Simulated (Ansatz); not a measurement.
**AlGeH₅O (SMILES [AlH2][O][GeH3]): functionals against CCSD(T) at one geometry**

An exercise on one series of results from a longer session: the logs are not shown, and one member is left open.

Method: single points in def2-TZVPP; program: Ansatz 0.2.0, Gaussian basis.

Correlated methods freeze the cores. Filled d shells of the heavier atoms are correlated.

## Where the work starts

SMILES `[AlH2][O][GeH3]`, 8 atoms, charge 0, spin multiplicity 1.

Atoms are counted from 1 here; the program's logs count them from 0.

Bond lengths: Al1–O2 1.679 Å, Al1–H4 1.566 Å, Al1–H5 1.506 Å, O2–Ge3 1.741 Å, Ge3–H6 1.484 Å, Ge3–H7 1.522 Å, Ge3–H8 1.504 Å. Angles: O2–Al1–H4 119.9°, O2–Al1–H5 118.2°, H4–Al1–H5 121.9°, Al1–O2–Ge3 179.2°, O2–Ge3–H6 107.7°, O2–Ge3–H7 106.8°, O2–Ge3–H8 106.8°, H6–Ge3–H7 110.7°, H6–Ge3–H8 112.5°, H7–Ge3–H8 112.0°.

As a file:

```
Al   -1.1957    1.2014   -0.8576
O    -0.1470    0.1414   -0.0862
Ge    0.9547   -0.9571    0.6943
H    -2.0297    0.7141   -2.0903
H    -1.3219    2.5999   -0.3124
H     1.0746   -0.5415    2.1135
H     2.2914   -0.8222   -0.0210
H     0.3720   -2.3351    0.5451
```

The first run:

File run/in.yaml:

```yaml
crystal:
  periodic: [false, false, false]
  atoms:
    - {symbol: Al, position_ang: [-1.195700, 1.201400, -0.857600]}
    - {symbol: O, position_ang: [-0.147000, 0.141400, -0.086200]}
    - {symbol: Ge, position_ang: [0.954700, -0.957100, 0.694300]}
    - {symbol: H, position_ang: [-2.029700, 0.714100, -2.090300]}
    - {symbol: H, position_ang: [-1.321900, 2.599900, -0.312400]}
    - {symbol: H, position_ang: [1.074600, -0.541500, 2.113500]}
    - {symbol: H, position_ang: [2.291400, -0.822200, -0.021000]}
    - {symbol: H, position_ang: [0.372000, -2.335100, 0.545100]}
basis:
  gaussian: {orbitals: def2-TZVPP}
correlation: {method: ccsd_t}
output: {forces: true}
```

No record of the launch command was kept for these runs.

Among the steps run: CCSD(T)/def2-TZVPP; PBE0-D4/def2-TZVPP; wB97M-V/def2-TZVPP; r2SCAN-D4/def2-TZVPP; PBE-D4/def2-TZVPP; r2SCAN0-D4/def2-TZVPP; BLYP-D4/def2-TZVPP.

One of the session's tables, all rows but one given; the rest of the session is left out.

| method | RMS force component (eV/Å) | angle to CCSD(T) forces (°) | dipole (D) |
| --- | --- | --- | --- |
| CCSD(T) | 0.419 | reference | 0.85 |
| PBE0-D4 | 0.467 | 6.6 | 0.78 |
| wB97M-V | 0.410 | 7.2 | 0.83 |
| r2SCAN-D4 | ? | ? | ? |
| PBE-D4 | 0.498 | 14.5 | 0.80 |
| r2SCAN0-D4 | 0.441 | 11.8 | 0.81 |
| BLYP-D4 | 0.497 | 21.5 | 0.81 |

**Question.** Estimate the row for r2SCAN-D4.

**Answer.** RMS force component (eV/Å): 0.441; angle to CCSD(T) forces (°): 3.8; dipole (D): 0.82.
